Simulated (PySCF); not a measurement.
# C3H5ClN2Si: NMR shifts at several levels of theory, part 2 of 2

PySCF 2.14.0. Atoms count from 0. The steps go on from the part before.

### Step 8. Nuclear shieldings: CAM-B3LYP/pcSseg-1

The job: settings as JSON, then the geometry in Å.

```
{"job": {"kind": "nmr", "xc": "CAM-B3LYP", "basis": "pcSseg-1", "pop": false}, "charge": 0, "multiplicity": 1}
Si     1.091260     2.739386    -0.079644
N     -0.680427     2.570704    -0.229626
C     -1.444745     1.438570    -0.061959
N     -2.719620     1.658230    -0.232654
C     -2.837532     2.988489    -0.527901
C     -1.592199     3.561519    -0.528856
Cl    -1.075105     5.164973    -0.822033
H      1.664604     3.184495    -1.376908
H      1.555984     1.370938     0.271792
H      1.411331     3.709632     1.000052
H     -0.993002     0.477568     0.186739
H     -3.793847     3.470001    -0.723177
```

Method: GIAO CAM-B3LYP/pcSseg-1 NMR shielding, non-relativistic, gas phase.

The program printed:

```text
coarse grid: 11736 points
cycle   1  E = -976.2726397193  dE =  1.316e+00  |g| = 4.880e-01  |ddm| = 3.345e+00
cycle   2  E = -976.2372009340  dE =  3.544e-02  |g| = 6.724e-01  |ddm| = 1.046e+00
cycle   3  E = -976.3355619459  dE = -9.836e-02  |g| = 7.760e-02  |ddm| = 5.977e-01
cycle   4  E = -976.3365625359  dE = -1.001e-03  |g| = 4.388e-02  |ddm| = 8.432e-02
cycle   5  E = -976.3369256425  dE = -3.631e-04  |g| = 1.051e-02  |ddm| = 3.601e-02
cycle   6  E = -976.3369504028  dE = -2.476e-05  |g| = 2.498e-03  |ddm| = 1.214e-02
cycle   7  E = -976.3369519730  dE = -1.570e-06  |g| = 8.781e-04  |ddm| = 3.818e-03
final grid: 106144 points
cycle   8  E = -976.3812906981  dE = -1.600e-05  |g| = 2.944e-03  |ddm| = 1.335e-02
cycle   9  E = -976.3812904183  dE =  2.797e-07  |g| = 3.274e-03  |ddm| = 5.572e-03
cycle  10  E = -976.3812927417  dE = -2.323e-06  |g| = 2.759e-04  |ddm| = 2.626e-03
cycle  11  E = -976.3812927554  dE = -1.375e-08  |g| = 1.400e-04  |ddm| = 3.210e-04
cycle  12  E = -976.3812927598  dE = -4.397e-09  |g| = 3.906e-05  |ddm| = 1.433e-04
cycle  13  E = -976.3812927602  dE = -3.395e-10  |g| = 1.552e-05  |ddm| = 5.772e-05
converged SCF energy = -976.3812927602

GIAO shielding tensors (ppm)
atom      isotropic    diamagn.    paramagn.     s11        s22        s33       span
  0 Si     397.024     879.535    -482.511    374.096    377.266    439.712     65.616
  1 N       76.407     331.598    -255.191    -24.750     87.771    166.200    190.950
  2 C       35.774     254.167    -218.393    -43.467     51.302     99.487    142.955
  3 N      -57.727     330.737    -388.463   -289.618   -118.658    235.096    524.713
  4 C       44.803     252.517    -207.713    -32.595     49.136    117.869    150.464
  5 C       48.894     249.531    -200.637    -34.252     82.772     98.161    132.413
  6 Cl     802.229    1142.213    -339.984    602.207    785.232   1019.247    417.039
  7 H       26.467      28.473      -2.006     22.775     25.249     31.378      8.603
  8 H       26.569      31.086      -4.517     22.710     25.715     31.281      8.571
  9 H       26.465      27.949      -1.484     22.742     25.303     31.350      8.608
 10 H       24.166      34.626     -10.459     19.839     24.821     27.839      7.999
 11 H       24.199      28.316      -4.116     20.914     23.574     28.111      7.197
```

Wall time 23 s (1 thread of Arm Neoverse V1, shared host); peak memory 0.91 GiB.

Key values: δ C2 146.7, C4 137.6, C5 133.6, Si0 -53.6, H10 7.16, H11 7.13 ppm.

### Step 9. Nuclear shieldings: HF/pcSseg-1

The job, as its differences from that of step 8:

```diff
@@ -1,2 +1,2 @@
-{"job": {"kind": "nmr", "xc": "CAM-B3LYP", "basis": "pcSseg-1", "pop": false}, "charge": 0, "multiplicity": 1}
+{"job": {"kind": "nmr", "xc": "HF", "basis": "pcSseg-1", "pop": false}, "charge": 0, "multiplicity": 1}
 Si     1.091260     2.739386    -0.079644
```

Method: GIAO HF/pcSseg-1 NMR shielding, non-relativistic, gas phase.

The program printed:

```text
final grid: 106144 points
cycle   1  E = -973.6288203251  dE =  1.815e+00  |g| = 6.237e-01  |ddm| = 3.320e+00
cycle   2  E = -973.7177100783  dE = -8.889e-02  |g| = 4.050e-01  |ddm| = 8.929e-01
cycle   3  E = -973.7538639427  dE = -3.615e-02  |g| = 9.280e-02  |ddm| = 4.204e-01
cycle   4  E = -973.7569363584  dE = -3.072e-03  |g| = 3.164e-02  |ddm| = 1.459e-01
cycle   5  E = -973.7572471698  dE = -3.108e-04  |g| = 7.600e-03  |ddm| = 4.845e-02
cycle   6  E = -973.7572799854  dE = -3.282e-05  |g| = 3.370e-03  |ddm| = 1.788e-02
cycle   7  E = -973.7572857548  dE = -5.769e-06  |g| = 1.138e-03  |ddm| = 7.534e-03
cycle   8  E = -973.7572864645  dE = -7.097e-07  |g| = 4.415e-04  |ddm| = 2.494e-03
cycle   9  E = -973.7572865488  dE = -8.433e-08  |g| = 1.092e-04  |ddm| = 6.928e-04
cycle  10  E = -973.7572865604  dE = -1.159e-08  |g| = 4.655e-05  |ddm| = 2.903e-04
cycle  11  E = -973.7572865625  dE = -2.067e-09  |g| = 1.976e-05  |ddm| = 1.245e-04
cycle  12  E = -973.7572865628  dE = -3.101e-10  |g| = 7.562e-06  |ddm| = 4.738e-05
converged SCF energy = -973.7572865628

GIAO shielding tensors (ppm)
atom      isotropic    diamagn.    paramagn.     s11        s22        s33       span
  0 Si     443.340     875.885    -432.545    425.482    431.390    473.148     47.666
  1 N       93.748     331.961    -238.214     -5.386     96.917    189.712    195.098
  2 C       40.428     252.286    -211.858    -53.615     56.980    117.918    171.534
  3 N      -50.634     329.311    -379.945   -292.469   -110.769    251.335    543.805
  4 C       54.500     253.862    -199.362    -30.127     60.078    133.549    163.676
  5 C       60.400     247.780    -187.380    -32.225     95.561    117.864    150.089
  6 Cl     868.092    1140.882    -272.790    704.294    845.462   1054.521    350.228
  7 H       27.037      28.461      -1.424     23.227     25.788     32.095      8.868
  8 H       27.134      30.942      -3.808     23.049     26.158     32.195      9.147
  9 H       27.036      28.044      -1.008     23.194     25.844     32.069      8.875
 10 H       24.130      33.400      -9.269     19.562     25.074     27.755      8.194
 11 H       24.250      28.373      -4.122     20.508     23.766     28.478      7.969
```

It took 9.2 s on 1 thread of Arm Neoverse V1, shared host; peak memory 0.81 GiB.

Key values: δ C2 150.4, C4 136.3, C5 130.4, Si0 -49.9, H10 7.56, H11 7.44 ppm.

### Step 10. Shielding tensors: BP86/pcSseg-1

The job, as its differences from that of step 9:

```diff
@@ -1,2 +1,2 @@
-{"job": {"kind": "nmr", "xc": "HF", "basis": "pcSseg-1", "pop": false}, "charge": 0, "multiplicity": 1}
+{"job": {"kind": "nmr", "xc": "BP86", "basis": "pcSseg-1", "pop": false}, "charge": 0, "multiplicity": 1}
 Si     1.091260     2.739386    -0.079644
```

Method: GIAO BP86/pcSseg-1 NMR shielding, non-relativistic, gas phase.

The program printed:

```text
coarse grid: 11736 points
cycle   1  E = -976.4504037011  dE =  9.791e-01  |g| = 4.610e-01  |ddm| = 3.457e+00
cycle   2  E = -976.1714424738  dE =  2.790e-01  |g| = 1.135e+00  |ddm| = 2.019e+00
cycle   3  E = -976.4958846177  dE = -3.244e-01  |g| = 2.047e-01  |ddm| = 1.641e+00
cycle   4  E = -976.5038821087  dE = -7.997e-03  |g| = 8.712e-02  |ddm| = 2.223e-01
cycle   5  E = -976.5052829036  dE = -1.401e-03  |g| = 3.096e-02  |ddm| = 8.378e-02
cycle   6  E = -976.5054845303  dE = -2.016e-04  |g| = 6.439e-03  |ddm| = 3.217e-02
cycle   7  E = -976.5054928271  dE = -8.297e-06  |g| = 2.876e-03  |ddm| = 8.166e-03
final grid: 106144 points
cycle   8  E = -976.5524487239  dE = -2.882e-05  |g| = 6.743e-03  |ddm| = 2.972e-02
cycle   9  E = -976.5524171760  dE =  3.155e-05  |g| = 1.250e-02  |ddm| = 1.644e-02
cycle  10  E = -976.5524563492  dE = -3.917e-05  |g| = 2.835e-03  |ddm| = 1.324e-02
cycle  11  E = -976.5524579401  dE = -1.591e-06  |g| = 1.381e-03  |ddm| = 3.631e-03
cycle  12  E = -976.5524583087  dE = -3.686e-07  |g| = 2.039e-04  |ddm| = 1.146e-03
cycle  13  E = -976.5524583181  dE = -9.424e-09  |g| = 4.868e-05  |ddm| = 2.303e-04
cycle  14  E = -976.5524583186  dE = -5.130e-10  |g| = 1.584e-05  |ddm| = 5.805e-05
converged SCF energy = -976.5524583186

GIAO shielding tensors (ppm)
atom      isotropic    diamagn.    paramagn.     s11        s22        s33       span
  0 Si     388.971     880.765    -491.794    366.282    367.111    433.520     67.238
  1 N       75.423     330.404    -254.981    -21.376     90.270    157.376    178.752
  2 C       41.096     254.896    -213.799    -26.824     56.068     94.045    120.870
  3 N      -49.585     330.422    -380.007   -268.057   -103.827    223.128    491.184
  4 C       48.225     252.264    -204.039    -20.017     51.197    113.496    133.514
  5 C       52.579     249.051    -196.473    -18.826     84.961     91.601    110.427
  6 Cl     774.944    1142.273    -367.329    556.841    783.274    984.716    427.875
  7 H       26.220      28.340      -2.120     22.559     24.986     31.115      8.556
  8 H       26.364      31.070      -4.706     22.586     25.558     30.949      8.363
  9 H       26.217      27.800      -1.583     22.527     25.041     31.085      8.558
 10 H       24.192      34.705     -10.513     20.022     24.660     27.894      7.872
 11 H       24.301      28.599      -4.298     21.245     23.667     27.992      6.746
```

Run time: 23 s. Hardware: 1 thread of Arm Neoverse V1, shared host; peak memory 0.79 GiB.

This run: δ C2 138.6, C4 131.5, C5 127.2, Si0 -55.1, H10 7.07, H11 6.96 ppm.

### Step 11. Shielding tensors: PBE0/STO-3G

The job, as its differences from that of step 10:

```diff
@@ -1,2 +1,2 @@
-{"job": {"kind": "nmr", "xc": "BP86", "basis": "pcSseg-1", "pop": false}, "charge": 0, "multiplicity": 1}
+{"job": {"kind": "nmr", "xc": "PBE0", "basis": "STO-3G", "pop": true}, "charge": 0, "multiplicity": 1}
 Si     1.091260     2.739386    -0.079644
```

Method: GIAO PBE0/STO-3G NMR shielding, non-relativistic, gas phase.

The program printed:

```text
coarse grid: 11736 points
cycle   1  E = -964.7981899482  dE =  9.545e-01  |g| = 4.589e-01  |ddm| = 4.928e+00
cycle   2  E = -964.7393179648  dE =  5.887e-02  |g| = 6.688e-01  |ddm| = 1.460e+00
cycle   3  E = -964.8681345312  dE = -1.288e-01  |g| = 9.646e-02  |ddm| = 9.129e-01
cycle   4  E = -964.8705282836  dE = -2.394e-03  |g| = 3.876e-02  |ddm| = 1.685e-01
cycle   5  E = -964.8709584299  dE = -4.301e-04  |g| = 6.682e-03  |ddm| = 5.522e-02
cycle   6  E = -964.8709732225  dE = -1.479e-05  |g| = 1.148e-03  |ddm| = 1.113e-02
cycle   7  E = -964.8709735883  dE = -3.658e-07  |g| = 4.947e-04  |ddm| = 2.053e-03
final grid: 106144 points
cycle   8  E = -964.8269765644  dE = -7.193e-06  |g| = 3.209e-03  |ddm| = 1.366e-02
cycle   9  E = -964.8269766189  dE = -5.452e-08  |g| = 3.459e-03  |ddm| = 1.010e-02
cycle  10  E = -964.8269803164  dE = -3.698e-06  |g| = 4.509e-04  |ddm| = 4.863e-03
cycle  11  E = -964.8269803852  dE = -6.872e-08  |g| = 6.931e-05  |ddm| = 7.515e-04
cycle  12  E = -964.8269803863  dE = -1.125e-09  |g| = 3.864e-05  |ddm| = 1.298e-04
cycle  13  E = -964.8269803867  dE = -4.202e-10  |g| = 4.459e-06  |ddm| = 4.855e-05
converged SCF energy = -964.8269803867

GIAO shielding tensors (ppm)
atom      isotropic    diamagn.    paramagn.     s11        s22        s33       span
  0 Si     564.812     868.239    -303.426    530.458    537.541    626.438     95.979
  1 N      206.717     314.252    -107.535    130.586    228.853    260.711    130.126
  2 C      123.551     256.594    -133.043     65.237    141.706    163.711     98.473
  3 N       67.888     316.145    -248.257   -169.019     72.165    300.518    469.537
  4 C      127.455     260.939    -133.484     73.903    125.396    183.065    109.163
  5 C      125.397     262.824    -137.427     83.113    140.348    152.730     69.618
  6 Cl     980.568    1124.037    -143.469    874.241   1010.473   1056.990    182.749
  7 H       29.392      30.097      -0.705     25.067     27.535     35.573     10.507
  8 H       29.453      33.633      -4.180     24.533     28.141     35.685     11.152
  9 H       29.396      29.392       0.004     25.039     27.589     35.558     10.519
 10 H       26.162      34.951      -8.789     22.433     26.159     29.895      7.462
 11 H       26.212      28.468      -2.256     22.799     25.099     30.738      7.939
```

It took 4.6 s on 1 thread of Arm Neoverse V1, shared host; peak memory 0.4 GiB.

In short: δ C2 111.1, C5 109.3, C4 107.2, Si0 -47.2, H10 6.44, H11 6.39 ppm.

### Step 12. NMR shieldings: PBE0/6-31G

The job, as its differences from that of step 11:

```diff
@@ -1,2 +1,2 @@
-{"job": {"kind": "nmr", "xc": "PBE0", "basis": "STO-3G", "pop": true}, "charge": 0, "multiplicity": 1}
+{"job": {"kind": "nmr", "xc": "PBE0", "basis": "6-31G", "pop": true}, "charge": 0, "multiplicity": 1}
 Si     1.091260     2.739386    -0.079644
```

Method: GIAO PBE0/6-31G NMR shielding, non-relativistic, gas phase.

The program printed:

```text
coarse grid: 11736 points
cycle   1  E = -975.8311542626  dE =  1.325e+00  |g| = 4.086e-01  |ddm| = 3.809e+00
cycle   2  E = -975.7293837108  dE =  1.018e-01  |g| = 7.742e-01  |ddm| = 1.734e+00
cycle   3  E = -975.8798963057  dE = -1.505e-01  |g| = 7.960e-02  |ddm| = 1.025e+00
cycle   4  E = -975.8810007661  dE = -1.104e-03  |g| = 4.316e-02  |ddm| = 1.111e-01
cycle   5  E = -975.8813838824  dE = -3.831e-04  |g| = 9.660e-03  |ddm| = 4.488e-02
cycle   6  E = -975.8814102280  dE = -2.635e-05  |g| = 1.631e-03  |ddm| = 1.559e-02
cycle   7  E = -975.8814107866  dE = -5.586e-07  |g| = 9.137e-04  |ddm| = 3.306e-03
final grid: 106144 points
cycle   8  E = -975.8121687231  dE = -1.479e-05  |g| = 5.696e-03  |ddm| = 1.910e-02
cycle   9  E = -975.8121643307  dE =  4.392e-06  |g| = 7.195e-03  |ddm| = 1.566e-02
cycle  10  E = -975.8121774049  dE = -1.307e-05  |g| = 9.382e-04  |ddm| = 8.969e-03
cycle  11  E = -975.8121776265  dE = -2.216e-07  |g| = 1.644e-04  |ddm| = 1.033e-03
cycle  12  E = -975.8121776331  dE = -6.623e-09  |g| = 5.972e-05  |ddm| = 2.739e-04
cycle  13  E = -975.8121776338  dE = -7.278e-10  |g| = 2.775e-05  |ddm| = 7.975e-05
converged SCF energy = -975.8121776338

GIAO shielding tensors (ppm)
atom      isotropic    diamagn.    paramagn.     s11        s22        s33       span
  0 Si     466.567     881.493    -414.926    439.523    442.799    517.378     77.854
  1 N      105.858     339.448    -233.590     18.877    119.339    179.359    160.482
  2 C       66.879     252.921    -186.042     -0.791     82.590    118.840    119.631
  3 N      -24.870     327.873    -352.742   -251.914    -62.749    240.054    491.968
  4 C       75.903     267.015    -191.112     16.247     72.303    139.159    122.913
  5 C       73.927     267.722    -193.795     10.599     99.546    111.637    101.037
  6 Cl     859.651    1140.115    -280.464    673.862    879.692   1025.398    351.535
  7 H       27.440      29.007      -1.568     23.192     25.934     33.193     10.001
  8 H       27.620      30.194      -2.574     22.987     26.941     32.932      9.945
  9 H       27.443      28.834      -1.391     23.167     25.993     33.169     10.001
 10 H       25.489      32.574      -7.084     21.550     25.614     29.304      7.754
 11 H       25.657      28.828      -3.170     22.917     24.858     29.198      6.281
```

Run time: 9.2 s. Hardware: 1 thread of Arm Neoverse V1, shared host; peak memory 0.51 GiB.

This run: δ C2 132.7, C5 125.6, C4 123.6, Si0 -21.8, H10 7.12, H11 6.95 ppm.

### Step 13. Side by side: NMR shifts

Shifts (ppm) of some atoms, chosen among heavy atoms and hydrogens apart, means over like atoms, with basis size and wall time:

```
               run     C2   H10    H7    Si0     N3     N1  Cl6  functions   time
      LDA/pcSseg-1  143.6  7.04  5.23  -55.6  329.6  200.5  175        158   20 s
    B97-2/pcSseg-1  139.8  7.19  4.83  -51.5  308.2  181.0  136        158   16 s
     WP04/pcSseg-1  143.7  7.10  4.24  -53.0  311.5  181.9  144        158   16 s
     PBE0/pcSseg-1  142.7  7.21  4.93  -51.6  316.4  185.8  141        158   17 s
    B97-D/pcSseg-1  135.1  7.06  4.83  -55.0  303.8  181.7  147        158   24 s
CAM-B3LYP/pcSseg-1  146.7  7.16  4.83  -53.6  325.0  190.9  137        158   23 s
       HF/pcSseg-1  150.4  7.56  4.62  -49.9  316.4  172.0   88        158  9.2 s
     BP86/pcSseg-1  138.6  7.07  5.00  -55.1  312.7  187.7  156        158   23 s
       PBE0/STO-3G  111.1  6.44  3.19  -47.2  226.8   88.0   45         48  4.6 s
        PBE0/6-31G  132.7  7.12  5.11  -21.8  285.6  154.8   72         81  9.2 s
```

### Step 14. Summary of results

What follows sums up all 2 parts.

```
                                                             quantity                                             value
                                                          point group                                                Cs
                                 rotational constants (main isotopes)                              2.11, 2.03, 1.05 GHz
                                ¹³C shifts against TMS (LDA/pcSseg-1)                           143.6, 136.4, 132.3 ppm
¹H shifts against TMS (LDA/pcSseg-1, means over atoms taken as alike)                              7.04, 6.99, 5.23 ppm
                               ²⁹Si shifts against TMS (LDA/pcSseg-1)                                         -55.6 ppm
                                ¹⁵N shifts against NH3 (LDA/pcSseg-1)                                  329.6, 200.5 ppm
                               ³⁵Cl shifts against HCl (LDA/pcSseg-1)                                           175 ppm
                                            range of the shift of Cl6                                     45 to 175 ppm
                                        property runs in this session  10, of which 0 failed and 1 gave unsound results
```

In words: Single values in the summary come from the first run of each kind that ended normally (LDA/pcSseg-1), which need not be the best level. The optimisation took 6 steps and gained 0.218 eV; among the close pairs (by a distance rule), Si0–H8 changed most, from 1.427 to 1.487 Å. At LDA/pcSseg-1: The largest span, 511 ppm, is at N3, where the paramagnetic term is -389 ppm. NICS(1)zz of -27 ppm above the planar ring from N1 marks a diatropic (aromatic) ring current. In ppm, Cl6 moves most: its shift spreads over 130 ppm, from 45 (PBE0/STO-3G) to 175 (LDA/pcSseg-1). A minimal basis is unusable for shieldings, so that end is no result.
